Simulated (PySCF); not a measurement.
# KAs: bond curves at several levels of theory

An exercise on one series of results from a longer session: the logs are not shown, and one member is left open.

The runs use PySCF 2.14.0; K pcseg-1, As pcseg-1, no relativity.

The first run:

The job is set up so:

```
atoms                         : K, As
charge                        : 0
basis                         : K pcseg-1, As pcseg-1
Hamiltonian                   : no relativity
basis functions               : 51
electrons treated             : 52
masses in u                   : 38.9637, 74.9216
levels                        : PBE0, PBE, r²SCAN, PW91, B3LYP, M06, ωB97X, HF, MP2, SCS-MP2, CCSD, CCSD(T)
grid                          : 80 radial by 434 angular points
occupations                   : held fixed by the projection of orbital angular momentum
dissociation limit            : K + As, each in its ground configuration
starting distance in angstrom : 3.120
values of 2S to try           : 0, 2, 4
```

The run is started by

```console
$ OMP_NUM_THREADS=1 python dia.py task.json out
```

Among the steps run: The job; The PBE0 curve of the state that the search chose; Excited determinants; PBE (GGA); r²SCAN (meta-GGA); PW91 (GGA); B3LYP (global hybrid GGA); M06 (hybrid meta-GGA); ωB97X (range-separated hybrid); UHF; Correlated methods on the Hartree–Fock reference.

One of the session's tables, all rows but one given; the rest of the session is left out.

It belongs to the step «The curves together». Energy (eV) from each level's lowest point:

| R (Å) | UHF | UHF-MP2 | UHF-SCS-MP2 | UHF-CCSD | UHF-CCSD(T) |
| --- | --- | --- | --- | --- | --- |
| 2.684 | 0.599 | 0.522 | 0.542 | n/a | n/a |
| 2.809 | 0.299 | 0.253 | 0.267 | 0.268 | 0.269 |
| 2.934 | 0.122 | 0.097 | 0.106 | 0.107 | 0.109 |
| 3.027 | ? | ? | ? | ? | ? |
| 3.121 | 0.009 | 0.004 | 0.007 | 0.007 | 0.008 |
| 3.215 | 0.000 | 0.000 | 0.000 | 0.000 | 0.000 |
| 3.340 | 0.019 | 0.023 | 0.021 | 0.020 | 0.019 |
| 3.495 | 0.073 | 0.089 | 0.087 | 0.077 | 0.077 |
| 3.683 | 0.138 | 0.243 | 0.255 | 0.176 | 0.179 |
| 3.933 | 0.186 | 0.427 | 0.449 | n/a | n/a |

Q: Estimate the row for R (Å) = 3.027 from the others.

Worked estimate for «UHF». A straight line through the neighbours (2.934, 0.122) and (3.121, 0.009) gives 0.122 + (0.009 − 0.122) × (3.027 − 2.934) / (3.121 − 2.934) = 0.066; a parabola fitted to 4 rows on both sides gives 0.045.

**Answer.** UHF: 0.047; UHF-MP2: 0.034; UHF-SCS-MP2: 0.040; UHF-CCSD: 0.040; UHF-CCSD(T): 0.041. In «UHF» the line misses by +0.019 and the parabola by -0.002.
